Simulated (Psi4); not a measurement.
# GaF (SMILES [F][Ga]) at 3 levels

We compute a comparison of 3 runs (HF/def2-SVP, PBE0/3-21G, B3LYP/6-31G*) of GaF. 

Program for the calculation: Psi4 1.11.

12 further runs of the same task are left out: 8 that didn't finish, 4 set aside as unsound or not needed.

## Step 1: The system as given

The species is GaF (2 atoms), meant as a singlet with charge 0. SMILES: `[F][Ga]`. The shape comes from GFN2-xTB, which is rough for such elements, and wasn't checked as a minimum.

Bond lengths: F1–Ga2 1.799 Å.

## Step 2: Energy and gradient at HF/def2-SVP (run 1)

calc.inp

```
memory 1600 mb

molecule m {
  0 1
  F      0.00000000     0.00000000     0.00000000
  Ga     0.00000000     0.00000000     3.39990076
  units au
  symmetry c1
}

set {
  basis def2-SVP
  reference rhf
  puream true
  e_convergence 1e-09
  d_convergence 1e-08
  scf_type pk
}

E = gradient("hf")
```

The run is started by

```bash
$ psi4 -n 1 calc.inp calc.out
```

calc.out:

```text
[...]
  Running in c1 symmetry.
[...]
  Nuclear repulsion =   82.061218751573207
[...]
  Multiplicity = 1
[...]
  Nalpha       = 20
  Nbeta        = 20
[...]
    Number of basis functions: 46
[...]
   @RHF iter   1: -2021.30716181229377   -3.87718e+00   4.58083e-02 ADIIS/DIIS
[...]
   @RHF iter  11: -2022.41113291559668   -1.59162e-12   2.77171e-09 DIIS
[...]
    Orbital Energies [Eh]
    ---------------------
    Doubly Occupied:
       1A   -378.795391     2A    -48.165068     3A    -42.504041
       4A    -42.504041     5A    -42.502249     6A    -26.204500
       7A     -6.407835     8A     -4.500479     9A     -4.500479
      10A     -4.495411    11A     -1.462098    12A     -1.211379
      13A     -1.211379    14A     -1.206853    15A     -1.206853
      16A     -1.201978    17A     -0.624199    18A     -0.569591
      19A     -0.569591    20A     -0.366243
[...]
  @RHF Final Energy: -2022.41113291559668
   => Energetics <=
    Nuclear Repulsion Energy =             82.0612187515732074
    One-Electron Energy =               -2988.5253848101065159
    Two-Electron Energy =                 884.0530331429368971
    Total Energy =                      -2022.4111329155966814
[...]
 Multipole Moments:
 ------------------------------------------------------------------------------------
     Multipole            Electronic (a.u.)      Nuclear  (a.u.)        Total (a.u.)
 ------------------------------------------------------------------------------------
 L = 1.  Multiply by 2.5417464519 to convert [e a0] to [Debye]
 Dipole X            :          0.0000000            0.0000000            0.0000000
 Dipole Y            :          0.0000000            0.0000000            0.0000000
 Dipole Z            :          2.0964072           -1.2134090            0.8829982
 Magnitude           :                                                    0.8829982
[...]
  -Total Gradient:
     Atom            X                  Y                   Z
    ------   -----------------  -----------------  -----------------
       1       -0.000000000001    -0.000000000000    -0.013995131432
       2        0.000000000001     0.000000000000     0.013995131427
[...]
```

Wall time 2.7 s (1 thread of AMD EPYC 7B13 (Zen 3), shared host); peak memory 0.21 GiB.

## Step 3: Energy and forces at PBE0/3-21G (run 2)

run.py

```python
import psi4

psi4.set_memory(1600000000)
psi4.set_num_threads(1)
psi4.core.set_output_file('psi4.out', False)

mol = psi4.geometry("""
0 1
F      0.00000000     0.00000000     0.00000000
Ga     0.00000000     0.00000000     3.39990076
units bohr
symmetry c1
""")

psi4.set_options({
    'basis': '3-21G',
    'puream': True,
    'e_convergence': 1e-09,
    'd_convergence': 1e-08,
    'scf_type': 'pk',
    'dft_radial_points': 99,
    'dft_spherical_points': 590,
})

result, w = psi4.gradient('PBE0', molecule=mol, return_wfn=True)
psi4.oeprop(w, 'WIBERG_LOWDIN_INDICES', 'MULLIKEN_CHARGES', 'DIPOLE', title='PBE0')
print('gradient / Eh bohr^-1')
print(result.np.round(6))
print(f'energy = {w.energy():.10f} Eh')
```

The run is started by

```bash
$ python run.py
```

psi4.out:

```text
[...]
  Running in c1 symmetry.
[...]
  Nuclear repulsion =   82.061218751573207
[...]
  Multiplicity = 1
[...]
  Nalpha       = 20
  Nbeta        = 20
[...]
    Number of basis functions: 31
[...]
   @RKS iter   1: -2014.17075867393601   -3.89247e+00   1.88559e-02 ADIIS/DIIS
[...]
   @RKS iter   9: -2014.38957790582344   -6.36646e-12   5.65283e-09 DIIS
[...]
    Orbital Energies [Eh]
    ---------------------
    Doubly Occupied:
       1A   -370.395827     2A    -45.738085     3A    -40.362628
       4A    -40.362628     5A    -40.361720     6A    -24.564727
       7A     -5.437171     8A     -3.686453     9A     -3.686453
      10A     -3.680557    11A     -1.109878    12A     -0.680568
      13A     -0.680167    14A     -0.680167    15A     -0.676054
      16A     -0.676054    17A     -0.416433    18A     -0.345318
      19A     -0.345318    20A     -0.262170
[...]
  @RKS Final Energy: -2014.38957790582344
   => Energetics <=
    Nuclear Repulsion Energy =             82.0612187515732074
    One-Electron Energy =               -2979.4999723656960668
    Two-Electron Energy =                 947.3989180950917444
    DFT Exchange-Correlation Energy =     -64.3497423867921725
    Empirical Dispersion Energy =           0.0000000000000000
    VV10 Nonlocal Energy =                  0.0000000000000000
    Total Energy =                      -2014.3895779058234439
[...]
  -Total Gradient:
     Atom            X                  Y                   Z
    ------   -----------------  -----------------  -----------------
       1       -0.000000000000    -0.000000000000    -0.047205135773
       2        0.000000000001     0.000000000000     0.047206299674
[...]
 Multipole Moments:
 ------------------------------------------------------------------------------------
     Multipole            Electronic (a.u.)      Nuclear  (a.u.)        Total (a.u.)
 ------------------------------------------------------------------------------------
 L = 1.  Multiply by 2.5417464519 to convert [e a0] to [Debye]
 Dipole X            :         -0.0000000            0.0000000           -0.0000000
 Dipole Y            :          0.0000000            0.0000000            0.0000000
 Dipole Z            :          1.7277323           -1.2134090            0.5143233
 Magnitude           :                                                    0.5143233
[...]
  Mulliken Charges: (a.u.)
   Center  Symbol    Alpha    Beta     Spin     Total
       1     F     4.70316  4.70316  0.00000 -0.40631
       2    GA    15.29684 15.29684  0.00000  0.40631
   Total alpha = 20.00000, Total beta = 20.00000, Total charge =  0.00000
  Wiberg Bond Indices using Orthogonal Lowdin Orbitals:
[...]
```

On the terminal:

```text
gradient / Eh bohr^-1
[[-0.       -0.       -0.047205]
 [ 0.        0.        0.047206]]
energy = -2014.3895779058 Eh
```

It took 3.9 s on 1 thread of AMD EPYC 7B13 (Zen 3), shared host; peak memory 0.29 GiB.

## Step 4: Energy and gradient at B3LYP/6-31G(d) (Cartesian functions) (run 3)

fga.json

```json
{
 "schema_name": "qcschema_input",
 "schema_version": 1,
 "molecule": {
  "schema_name": "qcschema_molecule",
  "schema_version": 2,
  "symbols": ["F", "Ga"],
  "geometry": [0.0, 0.0, 0.0, 0.0, 0.0, 3.39990076],
  "molecular_charge": 0,
  "molecular_multiplicity": 1,
  "fix_symmetry": "c1"
 },
 "driver": "gradient",
 "model": {
  "method": "b3lyp",
  "basis": "6-31G*"
 },
 "keywords": {
  "reference": "rks",
  "puream": false,
  "e_convergence": 1e-09,
  "d_convergence": 1e-08,
  "scf_type": "pk",
  "dft_radial_points": 99,
  "dft_spherical_points": 590,
  "scf_properties": ["WIBERG_LOWDIN_INDICES", "MULLIKEN_CHARGES", "DIPOLE"]
 }
}
```

The run is started by

```bash
$ psi4 --qcschema fga.json -n 1 --memory 1600MB
```

stdout:

```text
[...]
  Running in c1 symmetry.
[...]
  Nuclear repulsion =   82.061218751573207
[...]
  Multiplicity = 1
[...]
  Nalpha       = 20
  Nbeta        = 20
[...]
    Number of basis functions: 50
[...]
   @RKS iter   1: -2022.62951059928059   -1.93181e+00   6.23610e-02 ADIIS/DIIS
[...]
   @RKS iter  11: -2024.52764501507590   -1.59162e-12   2.45169e-09 DIIS
[...]
    Orbital Energies [Eh]
    ---------------------
    Doubly Occupied:
       1A   -372.568542     2A    -45.951729     3A    -40.707547
       4A    -40.707547     5A    -40.704950     6A    -24.632747
       7A     -5.517452     8A     -3.800617     9A     -3.800617
      10A     -3.793730    11A     -1.097443    12A     -0.833890
      13A     -0.833890    14A     -0.828968    15A     -0.828968
      16A     -0.824289    17A     -0.430663    18A     -0.355728
      19A     -0.355728    20A     -0.279019
[...]
  @RKS Final Energy: -2024.52764501507590
   => Energetics <=
    Nuclear Repulsion Energy =             82.0612187515732074
    One-Electron Energy =               -2986.9466196968796794
    Two-Electron Energy =                 949.2153906965646684
    DFT Exchange-Correlation Energy =     -68.8576347663338595
    Empirical Dispersion Energy =           0.0000000000000000
    VV10 Nonlocal Energy =                  0.0000000000000000
    Total Energy =                      -2024.5276450150759047
[...]
 Multipole Moments:
 ------------------------------------------------------------------------------------
     Multipole            Electronic (a.u.)      Nuclear  (a.u.)        Total (a.u.)
 ------------------------------------------------------------------------------------
 L = 1.  Multiply by 2.5417464519 to convert [e a0] to [Debye]
 Dipole X            :         -0.0000000            0.0000000           -0.0000000
 Dipole Y            :          0.0000000            0.0000000            0.0000000
 Dipole Z            :          1.9598372           -1.2134090            0.7464282
 Magnitude           :                                                    0.7464282
[...]
  Mulliken Charges: (a.u.)
   Center  Symbol    Alpha    Beta     Spin     Total
       1     F     4.71252  4.71252  0.00000 -0.42505
       2    GA    15.28748 15.28748  0.00000  0.42505
   Total alpha = 20.00000, Total beta = 20.00000, Total charge =  0.00000
  Wiberg Bond Indices using Orthogonal Lowdin Orbitals:
[...]
  -Total Gradient:
     Atom            X                  Y                   Z
    ------   -----------------  -----------------  -----------------
       1        0.000000000002    -0.000000000000    -0.006099689094
       2       -0.000000000001    -0.000000000001     0.006103250582
[...]
```

The result, in JSON:

```text
{
 "driver": "gradient",
 "model": {
  "method": "b3lyp",
  "basis": "6-31G*"
 },
 "success": true,
 "return_result": [1.5691980095977503e-12, -3.1320158777486274e-13, -0.006099689093526164, -7.846154879320218e-13, -8.881033989508296e-13, 0.006103250582015454],
 "properties": {
  "calcinfo_nbasis": 50,
  "calcinfo_nmo": 50,
  "calcinfo_nalpha": 20,
  "calcinfo_nbeta": 20,
  "calcinfo_natom": 2,
  "nuclear_repulsion_energy": 82.06121875157321,
  "return_energy": -2024.527645015076,
  "return_gradient": [1.5691980095977503e-12, -3.1320158777486274e-13, -0.006099689093526164, -7.846154879320218e-13, -8.881033989508296e-13, 0.006103250582015454],
  "scf_one_electron_energy": -2986.9466196968797,
  "scf_two_electron_energy": 949.2153906965647,
  "scf_xc_energy": -68.85763476633386,
  "scf_dipole_moment": [-9.043907519261895e-11, 1.530477016036534e-11, 0.7464282449313426],
  "scf_total_energy": -2024.527645015076,
  "scf_total_gradient": [1.5691980095977503e-12, -3.1320158777486274e-13, -0.006099689093526164, -7.846154879320218e-13, -8.881033989508296e-13, 0.006103250582015454],
  "scf_iterations": 11
 }
}
```

Run time: 5.7 s. Hardware: 1 thread of AMD EPYC 7B13 (Zen 3), shared host; peak memory 0.36 GiB.

## Step 5: All runs side by side

```tsv
run	level	integration grid	Cartesian functions	energy (Eh)	dipole moment (D)	HOMO energy (eV)	LUMO energy (eV)	wall time
1	HF/def2-SVP	–	no	-2022.411133	2.24	-9.97	1.24	2.7 s
2	PBE0/3-21G	99 radial × 590 angular	no	-2014.389578	1.31	-7.13	-1.10	3.9 s
3	B3LYP/6-31G* (Cartesian functions)	99 radial × 590 angular	yes	-2024.527645	1.90	-7.59	-1.55	5.7 s
```

## Step 6: What came out

| quantity | value |
| --- | --- |
| run 3: total energy | -2024.52765 Eh |
| run 3: dipole moment | 1.90 D |
| run 3: HOMO energy | -7.59 eV |
| run 3: LUMO energy | -1.55 eV |
| run 3: HOMO–LUMO gap | 6.04 eV |
| run 3: largest force on an atom | 0.314 eV/Å |

**Reading.** The dipole moment (its size) runs from 1.31 D (PBE0/3-21G) to 2.24 D (HF/def2-SVP). The two ends differ in method and basis. The HOMO–LUMO gap runs from 6.04 eV (PBE0/3-21G) to 11.21 eV (HF/def2-SVP). Totals of different functionals can't be ranked against each other. All runs together took 12 s, the longest 5.7 s.
